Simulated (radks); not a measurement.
**K⁶⁺ in [Ne] 3s2 3p1: an all-electron calculation**

The task here is to estimate one member of a computed series from the others.

The numbers are computed with radks (a radial shooting solver on a logarithmic mesh, Libxc functionals) version 1 (scalar-relativistic Kohn-Sham, BLYP, spin-polarised, spherical densities, finite nucleus; open shells are filled with parallel spins first), except any that are marked as measured or tabulated.

### Starting point

- element: potassium (Z = 19)
- charge: +6
- electrons: 13
- configuration: [Ne] 3s2 3p1
- nuclear rms radius: 3.4349 fm

Outer shells as boxes (Hund's rule):

K⁶⁺
```
[Ne] core
3s [↑↓]
3p [↑ ][  ][  ]
```

The first run:

The run's settings:

```text
Z 19
configuration [Ne] 3s2 3p1
relativity scalar-relativistic
functional b88,lyp
spin polarised
nucleus finite rms 3.4349 fm
c 137.035999084
```

The run is started by

```
$ python run_ks.py task.json out
```

All runs below come from this command, one after another.

One of the session's tables, all rows but one given; the rest of the session is left out.

It belongs to the step «Orbitals and density». Sizes of the orbitals, from the radial functions (bohr):

```
  level      <r>  outermost maximum (interpolated)  90 % within  nodes
  1s up  0.08103                            0.0530        0.145      0
1s down  0.08103                            0.0530        0.145      0
  2s up   0.3857                             0.317        0.601      1
2s down   0.3855                             0.317        0.600      1
  2p up        ?                                 ?            ?      ?
2p down   0.3475                             0.261        0.573      0
  3s up    1.110                              1.00         1.63      2
3s down    1.112                              1.00         1.63      2
  3p up    1.152                              1.03         1.72      1
3p down    1.156                              1.03         1.73      1
```

Q: Estimate the row for 2p up from the others.

The run gave: <r>: 0.3476; outermost maximum (interpolated): 0.261; 90 % within: 0.574; nodes: 0. In the column «<r>» it lies between 2p down (0.3475) and 2s down (0.3855).

Limits of these values: Open shells are spherical and high-spin; term and fine-structure splittings are not resolved.
